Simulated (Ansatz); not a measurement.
# AlO2: the cost of one run

Computed with Ansatz 0.2.0 (DFT PBE, scalar-relativistic, plane waves, PAW, unless a step's input says otherwise).

## (1) Starting point

Symmetry: Pnma, No. 62, orthorhombic system. The conventional cell has a = 9.440 Å, b = 2.840 Å, c = 4.420 Å, α = 90.00°, β = 90.00°, γ = 90.00°. Around Al (site symmetry m) lie 6 O at 1.84 to 2.02 Å. Around O (site symmetry m) lie 3 Al at 1.84 to 1.86 Å. Around O (site symmetry m) lie 3 Al at 1.98 to 2.02 Å.

As a file:

```
Al O
1.0
     9.44000    0.00000    0.00000
     0.00000    5.68000    0.00000
     0.00000    0.00000    8.84000
Al O
16 32
Cartesian
  1.3782 0.7100 4.2078
  1.3782 0.7100 8.6278
  1.3782 3.5500 4.2078
  1.3782 3.5500 8.6278
  8.0618 2.1300 0.2122
  8.0618 2.1300 4.6322
  8.0618 4.9700 0.2122
  8.0618 4.9700 4.6322
  3.3418 2.1300 1.9978
  3.3418 2.1300 6.4178
  3.3418 4.9700 1.9978
  3.3418 4.9700 6.4178
  6.0982 0.7100 2.4222
  6.0982 0.7100 6.8422
  6.0982 3.5500 2.4222
  6.0982 3.5500 6.8422
  7.5614 0.7100 1.2685
  7.5614 0.7100 5.6885
  7.5614 3.5500 1.2685
  7.5614 3.5500 5.6885
  1.8786 2.1300 3.1515
  1.8786 2.1300 7.5715
  1.8786 4.9700 3.1515
  1.8786 4.9700 7.5715
  6.5986 2.1300 3.4785
  6.5986 2.1300 7.8985
  6.5986 4.9700 3.4785
  6.5986 4.9700 7.8985
  2.8414 0.7100 0.9415
  2.8414 0.7100 5.3615
  2.8414 3.5500 0.9415
  2.8414 3.5500 5.3615
  8.9114 0.7100 3.5448
  8.9114 0.7100 7.9648
  8.9114 3.5500 3.5448
  8.9114 3.5500 7.9648
  0.5286 2.1300 0.8752
  0.5286 2.1300 5.2952
  0.5286 4.9700 0.8752
  0.5286 4.9700 5.2952
  5.2486 2.1300 1.3348
  5.2486 2.1300 5.7548
  5.2486 4.9700 1.3348
  5.2486 4.9700 5.7548
  4.1914 0.7100 3.0852
  4.1914 0.7100 7.5052
  4.1914 3.5500 3.0852
  4.1914 3.5500 7.5052
```

The runs take a perfect supercell of 48 atoms; the defect goes to fractional position (0.417, 0.833, 0.000).

## (2) The perfect supercell

input.yaml reads:

```yaml
crystal:
  lattice:
    - [9.44, 0.0, 0.0]
    - [0.0, 5.68, 0.0]
    - [0.0, 0.0, 8.84]
  atoms:
    - { symbol: Al, position: [0.146, 0.125, 0.476] }
    - { symbol: Al, position: [0.146, 0.125, 0.976] }
    - { symbol: Al, position: [0.146, 0.625, 0.476] }
    - { symbol: Al, position: [0.146, 0.625, 0.976] }
    - { symbol: Al, position: [0.854, 0.375, 0.024] }
    - { symbol: Al, position: [0.854, 0.375, 0.524] }
    - { symbol: Al, position: [0.854, 0.875, 0.024] }
    - { symbol: Al, position: [0.854, 0.875, 0.524] }
    - { symbol: Al, position: [0.354, 0.375, 0.226] }
    - { symbol: Al, position: [0.354, 0.375, 0.726] }
    - { symbol: Al, position: [0.354, 0.875, 0.226] }
    - { symbol: Al, position: [0.354, 0.875, 0.726] }
    - { symbol: Al, position: [0.646, 0.125, 0.274] }
    - { symbol: Al, position: [0.646, 0.125, 0.774] }
    - { symbol: Al, position: [0.646, 0.625, 0.274] }
    - { symbol: Al, position: [0.646, 0.625, 0.774] }
    - { symbol: O, position: [0.801, 0.125, 0.1435] }
    - { symbol: O, position: [0.801, 0.125, 0.6435] }
    - { symbol: O, position: [0.801, 0.625, 0.1435] }
    - { symbol: O, position: [0.801, 0.625, 0.6435] }
    - { symbol: O, position: [0.199, 0.375, 0.3565] }
    - { symbol: O, position: [0.199, 0.375, 0.8565] }
    - { symbol: O, position: [0.199, 0.875, 0.3565] }
    - { symbol: O, position: [0.199, 0.875, 0.8565] }
    - { symbol: O, position: [0.699, 0.375, 0.3935] }
    - { symbol: O, position: [0.699, 0.375, 0.8935] }
    - { symbol: O, position: [0.699, 0.875, 0.3935] }
    - { symbol: O, position: [0.699, 0.875, 0.8935] }
    - { symbol: O, position: [0.301, 0.125, 0.1065] }
    - { symbol: O, position: [0.301, 0.125, 0.6065] }
    - { symbol: O, position: [0.301, 0.625, 0.1065] }
    - { symbol: O, position: [0.301, 0.625, 0.6065] }
    - { symbol: O, position: [0.944, 0.125, 0.401] }
    - { symbol: O, position: [0.944, 0.125, 0.901] }
    - { symbol: O, position: [0.944, 0.625, 0.401] }
    - { symbol: O, position: [0.944, 0.625, 0.901] }
    - { symbol: O, position: [0.056, 0.375, 0.099] }
    - { symbol: O, position: [0.056, 0.375, 0.599] }
    - { symbol: O, position: [0.056, 0.875, 0.099] }
    - { symbol: O, position: [0.056, 0.875, 0.599] }
    - { symbol: O, position: [0.556, 0.375, 0.151] }
    - { symbol: O, position: [0.556, 0.375, 0.651] }
    - { symbol: O, position: [0.556, 0.875, 0.151] }
    - { symbol: O, position: [0.556, 0.875, 0.651] }
    - { symbol: O, position: [0.444, 0.125, 0.349] }
    - { symbol: O, position: [0.444, 0.125, 0.849] }
    - { symbol: O, position: [0.444, 0.625, 0.349] }
    - { symbol: O, position: [0.444, 0.625, 0.849] }
basis:
  ecutwfc: 420
  fft_grid_basis: typed
kpoints:
  mp_grid: { grid: [1, 2, 2] }
hamiltonian:
  xc: pbe
  pseudopotentials: { kind: paw }
scf:
  occupations: { method: gaussian, width: 0.05 }
output:
  forces: true
  stress: false
  eigenvalues: true
  bader: false
  write_density: true
  volumetric_format: npy
```

Launch:

```console
> ansatz run input.yaml --threads 4 --pin off --max-ram 10240MiB --backend cpu --events-out ev --progress --plain --runs-dir out
```

What time and memory should one allow on 4 threads of Arm Neoverse V1, shared host?

About 6.8 s, with a peak of 1.6 GiB.
